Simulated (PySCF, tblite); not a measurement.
# C₆H₈BF₃: geometry, infrared bands and NMR shifts

Wanted: the infrared bands and NMR shifts of C₆H₈BF₃ (`B[C@]12C[C@](C(F)(F)F)(C1)C2`), by calculation.

The runs use tblite 0.8.0 and PySCF 2.14.0, with density-fitted response routines of our own; the level of theory stands in each step. All values are computed, except where a source is named. Atoms count from 0, in the outputs and in this text.

## 1. The starting structure

18 atoms, charge 0, multiplicity 1; geometry from: force field or distance geometry start.

Bonds of the start (Å): B0–C1 1.46, C1–C2 1.54, C2–C3 1.51, C3–C4 1.38, C4–F5 1.40, C4–F6 1.39, C4–F7 1.39, C3–C8 1.49, C3–C9 1.52, C8–C1 1.50, C9–C1 1.48, B0–H10 1.18, B0–H11 1.19, C2–H12 1.10, C2–H13 1.09, C8–H14 1.12, C8–H15 1.09, C9–H16 1.11, C9–H17 1.10.

## 2. Geometry optimisation with GFN2-xTB

The job: settings as JSON, then the geometry in Å.

```
{"job": {"kind": "relax", "xc": "GFN2-xTB", "basis": "xTB"}, "charge": 0, "multiplicity": 1}
B      2.502800     0.304500    -0.138100
C      1.056700     0.143300    -0.123100
C      0.219600    -0.171400     1.128200
C     -0.786700    -0.149900     0.000400
C     -2.158800    -0.261800     0.098600
F     -2.736500     0.768700     0.844400
F     -2.828100    -0.256200    -1.119200
F     -2.571800    -1.410200     0.765000
C      0.219300    -0.903500    -0.792100
C     -0.034000     1.099900    -0.435200
H      3.053100     1.334700     0.051600
H      3.242100    -0.629500    -0.076600
H      0.463700    -1.155900     1.560900
H      0.148600     0.681600     1.810800
H      0.223000    -0.699500    -1.897400
H      0.471400    -1.919500    -0.491800
H     -0.249600     1.907400     0.289700
H     -0.243600     1.323500    -1.487700
```

Command:

```console
$ OMP_NUM_THREADS=1 python probes_run.py task.json out
```

The driver reads the jobs from task.json and runs them one after another.

**Question.** This job is followed by: GFN2-xTB harmonic vibrations, gas phase; GIAO PBE0/pcSseg-1 NMR shielding, non-relativistic, gas phase. Predict these results of the whole session: strongest single infrared mode (GFN2-xTB); zero-point energy (GFN2-xTB); ¹³C shifts against TMS (PBE0/pcSseg-1, means over atoms taken as alike); ¹H shifts against TMS (PBE0/pcSseg-1, means over atoms taken as alike); ¹¹B shifts against BF3·OEt2 (PBE0/pcSseg-1); ¹⁹F shifts against CFCl3 (PBE0/pcSseg-1, means over atoms taken as alike).

As calculated:

| quantity | value |
| --- | --- |
| strongest single infrared mode (GFN2-xTB) | 1045 cm⁻¹, 202 km/mol |
| zero-point energy (GFN2-xTB) | 80.9 kcal/mol |
| ¹³C shifts against TMS (PBE0/pcSseg-1, means over atoms taken as alike) | 132.0, 52.7, 41.1, 39.5 ppm |
| ¹H shifts against TMS (PBE0/pcSseg-1, means over atoms taken as alike) | 7.64, 2.06 ppm |
| ¹¹B shifts against BF3·OEt2 (PBE0/pcSseg-1) | 86.3 ppm |
| ¹⁹F shifts against CFCl3 (PBE0/pcSseg-1, means over atoms taken as alike) | -94.0 ppm |

**Reading.** Over 49 steps the energy fell by 1.026 eV; of the close pairs, C3–C4 changed most, 1.380 to 1.504 Å. All 48 modes are real, so the xTB geometry is a minimum. GFN2-xTB is a fitted tight-binding method: band positions and strengths are rough. Its intensities can rank the bands wrongly.
